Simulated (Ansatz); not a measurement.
**BAsH₄: one structure at several levels**

One table from this session's results is given with a row withheld; the runs are named, their logs left out.

Computed with Ansatz 0.2.0, Gaussian basis. Level: single points in def2-TZVPP.

Correlated methods freeze the cores. Filled d shells of the heavier atoms are correlated. B3LYP uses VWN-RPA correlation.

### Starting geometry

SMILES `B[AsH2]`, 6 atoms, charge 0, spin multiplicity 1.

Atoms are counted from 1 here; the program's logs count them from 0.

Bond lengths: B1–As2 1.985 Å, B1–H3 1.194 Å, B1–H4 1.146 Å, As2–H5 1.484 Å, As2–H6 1.455 Å. Angles: As2–B1–H3 115.6°, As2–B1–H4 124.7°, H3–B1–H4 119.3°, B1–As2–H5 94.5°, B1–As2–H6 96.7°, H5–As2–H6 92.0°.

Coordinates:

```xyz
6
AsBH4
B     0.0030   -0.8979    0.1031
As    0.4466    1.0176    0.3772
H    -0.9166   -1.3114    0.7421
H     0.6302   -1.6305   -0.5168
H     0.7683    1.2668   -1.0495
H    -0.9047    1.5307    0.2136
```

Set-up of the first run:

run/in.yaml

```yaml
crystal:
  periodic: [false, false, false]
  atoms:
    - {symbol: B, position_ang: [0.003000, -0.897900, 0.103100]}
    - {symbol: As, position_ang: [0.446600, 1.017600, 0.377200]}
    - {symbol: H, position_ang: [-0.916600, -1.311400, 0.742100]}
    - {symbol: H, position_ang: [0.630200, -1.630500, -0.516800]}
    - {symbol: H, position_ang: [0.768300, 1.266800, -1.049500]}
    - {symbol: H, position_ang: [-0.904700, 1.530700, 0.213600]}
basis:
  gaussian: {orbitals: def2-TZVPP}
correlation: {method: ccsd_t}
output: {forces: true}
```

No record of the launch command was kept for these runs.

Among the steps run: CCSD(T)/def2-TZVPP; PBE0-D4/def2-TZVPP; wB97M-V/def2-TZVPP; r2SCAN-D4/def2-TZVPP; PBE-D4/def2-TZVPP; B3LYP-D4/def2-TZVPP; revPBE-D4/def2-TZVPP.

One table of the session follows, with a row left open; its other results are not shown here.

| method | RMS force component (eV/Å) | angle to CCSD(T) forces (°) | dipole (D) |
| --- | --- | --- | --- |
| CCSD(T) | 0.591 | reference | 0.43 |
| PBE0-D4 | 0.632 | 6.1 | 0.41 |
| wB97M-V | ? | ? | ? |
| r2SCAN-D4 | 0.611 | 5.5 | 0.42 |
| PBE-D4 | 0.700 | 11.4 | 0.39 |
| B3LYP-D4 | 0.615 | 7.0 | 0.34 |
| revPBE-D4 | 0.712 | 11.9 | 0.37 |

Q: Estimate the row for wB97M-V from the others.

The run gave: RMS force component (eV/Å): 0.582; angle to CCSD(T) forces (°): 5.0; dipole (D): 0.39. In the column «RMS force component (eV/Å)» it is the lowest.
